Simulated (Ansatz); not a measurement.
**GaGe3 under changes of volume**

One of the cells (19.580 Å³/atom); the others are scaled copies at fixed shape and fractional positions:

```
CELL_PARAMETERS angstrom
4.27847 0.00000 0.00000
0.00000 4.27847 0.00000
0.00000 0.00000 4.27847
ATOMIC_POSITIONS crystal
Ge 0.50000 0.50000 0.00000
Ge 0.50000 0.00000 0.50000
Ge 0.00000 0.50000 0.50000
Ga 0.00000 0.00000 0.00000
```

The cell comes from a database or a generator and needn't be the stable form of this composition.

- Program: Ansatz 0.2.0
- Functional: PBEsol
- Potentials or basis: all-electron LAPW, scalar-relativistic
- Cutoff: 186 eV (chosen from the basis error)
- Basis error allowed: 0.001 eV/atom
- k mesh: 6 × 6 × 6
- Occupations: fermi-dirac, width 0.05 eV
- Spin: no spin polarisation

| volume (Å³/atom) | energy over the lowest point (meV/atom) | pressure (GPa) |
| --- | --- | --- |
| 18.405 | 0.00 | 0.2 |
| 18.796 | 1.05 | -1.1 |
| 19.188 | ? | ? |
| 19.580 | 12.24 | -3.4 |
| 19.971 | 21.71 | -4.4 |
| 20.363 | 33.42 | -5.2 |
| 20.754 | 47.08 | -6.0 |

Question: What does the run at 19.188 Å³/atom give?

Answer: Energy over the lowest point 5.27 meV/atom; pressure -2.3 GPa.

Worked out: A Birch-Murnaghan fit of order 3 (a polynomial in V^(-2/3)) to the other rows has its minimum at 18.48 Å³/atom with B0 = V·E''(V) = 67 GPa and B' = 4.5. It gives 5.24 meV/atom at 19.188 Å³/atom, against the run's 5.27, and -dE/dV = -2.3 GPa, against -2.3.

Energies are extrapolated to zero smearing.
